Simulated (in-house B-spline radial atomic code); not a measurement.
# Pt⁷⁶⁺: a helium-like spectrum by configuration interaction

Which levels has Pt⁷⁶⁺, how pure are their terms, and how much do the corrections beyond plain CI move them?

Program: an in-house B-spline radial atomic code, version 1. Level of theory: configuration interaction of two valence electrons in the frozen-core Dirac-Hartree-Fock potential, then with screened core-valence correlation, Breit and QED (CI+MBPT), no-pair Dirac, B-spline basis. These are calculated values, not measurements, unless marked.

**1. Starting point**

```
element : platinum (Z = 78)
charge  : +76
core    : none (bare nucleus)
nucleus : mass number 195, rms radius 5.427 fm
```

**2. The run, and its levels**

The run's settings:

```ini
basis_form = 3
Z = 78
core_configuration = 
rms_radius = 5.427
mass_number = 195
speed_of_light = 137.035999084
box_radius = 1.154
lmax = 6
intervals = 53
virtual_cutoff = 12168.0
```

The run is started by

```bash
python run_mb.py task.json out
```

The settings stand in task.json.

Results of the run (chosen fields of its result record, rounded):

```text
{
  "status": "converged",
  "ion": ["1s1/2", -3331.676099, -3337.182559],
  "complete_below [hartree]": -3452.949,
  "mean_screening": {},
  "ci_size": 2746,
  "levels [hartree (two-electron valence energies)]": [
    {"J": 0, "odd": 0, "e": -6600.43483, "e_ci": -6618.45745, "match": 1.0, "conf": [["1s2", 1.0]], "term": "1S", "term_weight": 1.0, "jj": "1/2,1/2"},
    {"J": 1, "odd": 0, "e": -4167.60035, "e_ci": -4174.04799, "match": 1.0, "conf": [["1s2s", 1.0]], "term": "3S", "term_weight": 1.0, "jj": "1/2,1/2", "g": 2.0023},
    {"J": 1, "odd": 1, "e": -4163.0995, "e_ci": -4168.75234, "match": 1.0, "conf": [["1s2p", 1.0]], "term": "3P", "term_weight": 0.674, "jj": "1/2,1/2", "g": 1.3376},
    {"J": 0, "odd": 0, "e": -4161.27777, "e_ci": -4169.23762, "match": 1.0, "conf": [["1s2s", 1.0]], "term": "1S", "term_weight": 1.0, "jj": "1/2,1/2"},
    {"J": 0, "odd": 1, "e": -4161.18409, "e_ci": -4169.62838, "match": 1.0, "conf": [["1s2p", 1.0]], "term": "3P", "term_weight": 1.0, "jj": "1/2,1/2"},
    {"J": 2, "odd": 1, "e": -4089.42924, "e_ci": -4095.2351, "match": 1.0, "conf": [["1s2p", 1.0]], "term": "3P", "term_weight": 1.0, "jj": "1/2,3/2", "g": 1.5012},
    {"J": 1, "odd": 1, "e": -4087.47355, "e_ci": -4093.64598, "match": 1.0, "conf": [["1s2p", 1.0]], "term": "1P", "term_weight": 0.673, "jj": "1/2,3/2", "g": 1.1637},
    {"J": 1, "odd": 0, "e": -3693.69883, "e_ci": -3699.47395, "match": 1.0, "conf": [["1s3s", 1.0]], "term": "3S", "term_weight": 1.0, "jj": "1/2,1/2", "g": 2.0023},
    {"J": 1, "odd": 1, "e": -3692.4918, "e_ci": -3698.05459, "match": 1.0, "conf": [["1s3p", 0.999]], "term": "3P", "term_weight": 0.674, "jj": "1/2,1/2", "g": 1.3376},
    {"J": 0, "odd": 0, "e": -3692.02161, "e_ci": -3698.23206, "match": 1.0, "conf": [["1s3s", 0.999]], "term": "1S", "term_weight": 1.0, "jj": "1/2,1/2"},
    {"J": 0, "odd": 1, "e": -3691.98176, "e_ci": -3698.28141, "match": 1.0, "conf": [["1s3p", 0.999]], "term": "3P", "term_weight": 1.0, "jj": "1/2,1/2"},
    {"J": 2, "odd": 1, "e": -3670.54749, "e_ci": -3676.14283, "match": 1.0, "conf": [["1s3p", 0.999]], "term": "3P", "term_weight": 1.0, "jj": "1/2,3/2", "g": 1.5012},
    {"J": 2, "odd": 0, "e": -3670.19803, "e_ci": -3675.63798, "match": 1.0, "conf": [["1s3d", 1.0]], "term": "3D", "term_weight": 0.599, "jj": "1/2,3/2", "g": 1.1001},
    {"J": 1, "odd": 0, "e": -3670.01274, "e_ci": -3675.64778, "match": 1.0, "conf": [["1s3d", 1.0]], "term": "3D", "term_weight": 1.0, "jj": "1/2,3/2", "g": 0.49884},
    {"J": 1, "odd": 1, "e": -3669.95766, "e_ci": -3675.68236, "match": 1.0, "conf": [["1s3p", 0.999]], "term": "1P", "term_weight": 0.673, "jj": "1/2,3/2", "g": 1.1636},
    {"J": 3, "odd": 0, "e": -3664.05662, "e_ci": -3669.53172, "match": 1.0, "conf": [["1s3d", 1.0]], "term": "3D", "term_weight": 1.0, "jj": "1/2,5/2", "g": 1.3341},
    {"J": 2, "odd": 0, "e": -3663.92831, "e_ci": -3669.51511, "match": 1.0, "conf": [["1s3d", 1.0]], "term": "1D", "term_weight": 0.599, "jj": "1/2,5/2", "g": 1.0669},
    {"J": 1, "odd": 0, "e": -3531.57623, "e_ci": -3537.19296, "match": 1.0, "conf": [["1s4s", 0.999]], "term": "3S", "term_weight": 1.0, "jj": "1/2,1/2", "g": 2.0023},
    {"J": 1, "odd": 1, "e": -3531.0918, "e_ci": -3536.62173, "match": 1.0, "conf": [["1s4p", 0.999]], "term": "3P", "term_weight": 0.674, "jj": "1/2,1/2", "g": 1.3375},
    {"J": 0, "odd": 0, "e": -3530.89808, "e_ci": -3536.69917, "match": 1.0, "conf": [["1s4s", 0.998]], "term": "1S", "term_weight": 1.0, "jj": "1/2,1/2"},
    {"J": 0, "odd": 1, "e": -3530.88122, "e_ci": -3536.71201, "match": 1.0, "conf": [["1s4p", 0.998]], "term": "3P", "term_weight": 1.0, "jj": "1/2,1/2"},
    {"J": 2, "odd": 1, "e": -3521.90986, "e_ci": -3527.45258, "match": 1.0, "conf": [["1s4p", 0.999]], "term": "3P", "term_weight": 1.0, "jj": "1/2,3/2", "g": 1.5012},
    {"J": 2, "odd": 0, "e": -3521.76153, "e_ci": -3527.24081, "match": 1.0, "conf": [["1s4d", 0.999]], "term": "3D", "term_weight": 0.6, "jj": "1/2,3/2", "g": 1.1002},
    {"J": 1, "odd": 0, "e": -3521.6823, "e_ci": -3527.24615, "match": 1.0, "conf": [["1s4d", 0.999]], "term": "3D", "term_weight": 1.0, "jj": "1/2,3/2", "g": 0.49884},
    {"J": 1, "odd": 1, "e": -3521.66034, "e_ci": -3527.26128, "match": 1.0, "conf": [["1s4p", 0.999]], "term": "1P", "term_weight": 0.673, "jj": "1/2,3/2", "g": 1.1637},
    {"J": 3, "odd": 0, "e": -3519.15456, "e_ci": -3524.64826, "match": 1.0, "conf": [["1s4d", 0.999]], "term": "3D", "term_weight": 1.0, "jj": "1/2,5/2", "g": 1.3341},
    {"J": 3, "odd": 1, "e": -3519.14677, "e_ci": -3524.63724, "match": 1.0, "conf": [["1s4f", 1.0]], "term": "3F", "term_weight": 0.57, "jj": "1/2,5/2", "g": 1.0476},
    {"J": 2, "odd": 1, "e": -3519.112, "e_ci": -3524.63731, "match": 1.0, "conf": [["1s4f", 1.0]], "term": "3F", "term_weight": 1.0, "jj": "1/2,5/2", "g": 0.66589},
    "... 11 more rows left out ..."
  ]
}
```

Run time: 17 s. Hardware: 1 thread, shared host.

Fields of a level: J, parity (odd), the two-electron energy e with all corrections and e_ci from plain CI (hartree), match between the two, leading configurations in the ion's orbitals, term and its weight, jj label, Landé g.

Levels above complete_below are not shown. The record's own labels can count the outer n one higher than the tables below, which number each series by energy.

**3. The levels above the ground level**

Levels in eV above the lowest (the lowest of the complete part); the outer n of a series is counted by energy.

```tsv
level	purity	g	CI	CI+MBPT
1s2 1S0	1.00	-	0.00	0.00
1s2s 3S1	1.00	2.002	66515.77	66200.80
1s2p 3P°1	0.67	1.338	66659.87	66323.27
1s2s 1S0	1.00	-	66646.67	66372.84
1s2p 3P°0	1.00	-	66636.03	66375.39
1s2p 3P°2	1.00	1.501	68660.38	68327.94
1s2p 1P°1	0.67	1.164	68703.62	68381.16
1s3s 3S1	1.00	2.002	79429.59	79096.32
1s3p 3P°1	0.67	1.338	79468.21	79129.16
1s3s 1S0	1.00	-	79463.38	79141.96
1s3p 3P°0	1.00	-	79462.04	79143.04
1s3p 3P°2	1.00	1.501	80064.46	79726.30
1s3d 3D2	0.60	1.100	80078.20	79735.81
1s3d 3D1	1.00	0.499	80077.93	79740.85
1s3p 1P°1	0.67	1.164	80076.99	79742.35
1s3d 3D3	1.00	1.334	80244.36	79902.92
1s3d 1D2	0.60	1.067	80244.81	79906.41
1s4s 3S1	1.00	2.002	83845.48	83507.90
1s4p 3P°1	0.67	1.337	83861.02	83521.08
1s4s 1S0	1.00	-	83858.91	83526.35
1s4p 3P°0	1.00	-	83858.57	83526.81
1s4p 3P°2	1.00	1.501	84110.53	83770.93
1s4d 3D2	0.60	1.100	84116.29	83774.97
1s4d 3D1	1.00	0.499	84116.14	83777.12
```

**4. Matrix elements and lines**

The record's fields for this part:

```text
{
  "transitions": [
    ["E1", 2, 0, 0.011709, 0.011709],
    ["E1", 2, 1, 0.047403, 0.047403],
    ["E1", 3, 2, -0.03304, -0.03304],
    ["E1", 4, 1, 0.033384, 0.033384],
    ["E1", 5, 1, -0.08144, -0.08144],
    ["E1", 6, 0, -0.016714, -0.016714],
    ["E1", 6, 1, 0.036121, 0.036121],
    ["E1", 6, 3, -0.051946, -0.051946],
    ["E1", 7, 2, 0.0096775, 0.0096775],
    ["E1", 7, 4, -0.0069931, -0.0069931],
    ["E1", 7, 5, 0.024813, 0.024813],
    ["E1", 7, 6, 0.011111, 0.011111],
    ["E1", 8, 0, -0.0043124, -0.0043124],
    ["E1", 8, 1, 0.029651, 0.029651],
    ["E1", 8, 3, 0.021115, 0.021115],
    ["E1", 8, 7, 0.12186, 0.12186],
    ["E1", 9, 2, 0.0065072, 0.0065072],
    ["E1", 9, 6, -0.015582, -0.015582],
    ["E1", 9, 8, 0.084917, 0.084917],
    ["E1", 10, 1, 0.020761, 0.020761],
    ["E1", 10, 7, 0.085924, 0.085924],
    ["E1", 11, 1, -0.036376, -0.036376],
    ["E1", 11, 7, -0.20178, -0.20178],
    ["E1", 12, 2, 0.065342, 0.065342],
    ["E1", 12, 5, -0.03217, -0.03217],
    ["E1", 12, 6, -0.011385, -0.011385],
    ["E1", 12, 8, 0.16357, 0.16357],
    ["E1", 12, 11, -0.068496, -0.068496],
    ["E1", 13, 2, 0.029385, 0.029385],
    ["E1", 13, 4, 0.041523, 0.041523],
    ["E1", 13, 5, -0.010712, -0.010712],
    ["E1", 13, 6, 0.023846, 0.023846],
    ["E1", 13, 8, 0.073752, 0.073752],
    ["E1", 13, 10, 0.10352, 0.10352],
    ["E1", 13, 11, -0.022673, -0.022673],
    ["E1", 14, 0, 0.0070454, 0.0070454],
    ["E1", 14, 1, 0.015981, 0.015981],
    ["E1", 14, 3, -0.023622, -0.023622],
    ["E1", 14, 7, 0.089338, 0.089338],
    ["E1", 14, 9, 0.1286, 0.1286],
    ["E1", 14, 12, 0.02413, 0.02413],
    ["E1", 14, 13, 0.050635, 0.050635],
    ["E1", 15, 5, 0.09936, 0.09936],
    ["E1", 15, 11, 0.21514, 0.21514],
    ["E1", 16, 2, -0.00052797, -0.00052797],
    "... 331 more rows left out ..."
  ]
}
```

Each row: multipole, upper and lower level (counted from 0 in the list of levels), and the reduced element with and without core polarisation (atomic units; M1 in Bohr magnetons).

Fast lines, those to the lowest four levels preferred:

```tsv
kind	upper	lower	wavelength (nm)	rate (1/s)	gf
E1	1s2p 3P°1	1s2 1S0	0.018694	1.42e+16	0.223
E1	1s2p 1P°1	1s2 1S0	0.018131	3.17e+16	0.468
E1	1s3p 3P°1	1s2 1S0	0.015669	3.27e+15	0.0361
E1	1s3p 1P°1	1s2 1S0	0.015548	8.92e+15	0.0970
E1	1s4p 3P°1	1s2 1S0	0.014845	1.25e+15	0.0124
E1	1s3p 3P°1	1s2s 3S1	0.095901	6.73e+14	0.278
E1	1s3p 3P°0	1s2s 3S1	0.095798	9.93e+14	0.137
E1	1s3p 3P°2	1s2s 3S1	0.091667	6.96e+14	0.438
E1	1s3d 3D2	1s2p 3P°1	0.092439	2.19e+15	1.40
E1	1s3d 3D1	1s2p 3P°1	0.092404	7.39e+14	0.284
E1	1s4d 3D2	1s2p 3P°1	0.071044	7.60e+14	0.287
E1	1s3p 1P°1	1s2s 1S0	0.092737	4.73e+14	0.183
E1	1s3d 3D3	1s2p 3P°2	0.10711	2.33e+15	2.80
E1	1s3d 1D2	1s2p 1P°1	0.10758	2.08e+15	1.81
E2	1s3d 3D2	1s2 1S0	0.015549	9.33e+13	-
E2	1s3d 1D2	1s2 1S0	0.015516	1.53e+14	-
E2	1s4d 3D2	1s2 1S0	0.014800	4.91e+13	-
E2	1s3d 3D1	1s2s 3S1	0.091569	1.62e+13	-
E2	1s3d 3D3	1s2s 3S1	0.090485	1.76e+13	-
```

**5. Results**

| quantity | value |
| --- | --- |
| ground level | 1s2 1S0 |
| ionisation energy | 88947 eV (plain CI 89288 eV) |
| first excited level | 1s2s 3S1 at 66200.80 eV |
| strongest line from the ground level | 1s2p 1P°1, 0.01813 nm, gf = 0.468 |
| largest CI block | 2746 |
| tabulated theoretical ionisation energy | 88955 eV (NIST Atomic Spectra Database, ionization energies) |

In words: 1s2 1S0 lies lowest. Plain CI gives 89288 eV for ionisation, the corrected calculation 88947 eV. The lowest 12 levels have a mean term purity of 0.92, though 3 of them mix. The spin-changing line from 1s2p 3P°1 has a rate of 1.42e+16 1/s, against 3.17e+16 1/s for the strongest allowed line to the ground level; rates also scale with the cube of the energy, so the ratio isn't the spin rule alone. The tabulated theoretical ionisation energy is 88955 eV, so the final value is off by -0.0086 %. With no core the corrections are the Breit and QED terms alone; nuclear recoil is left out.
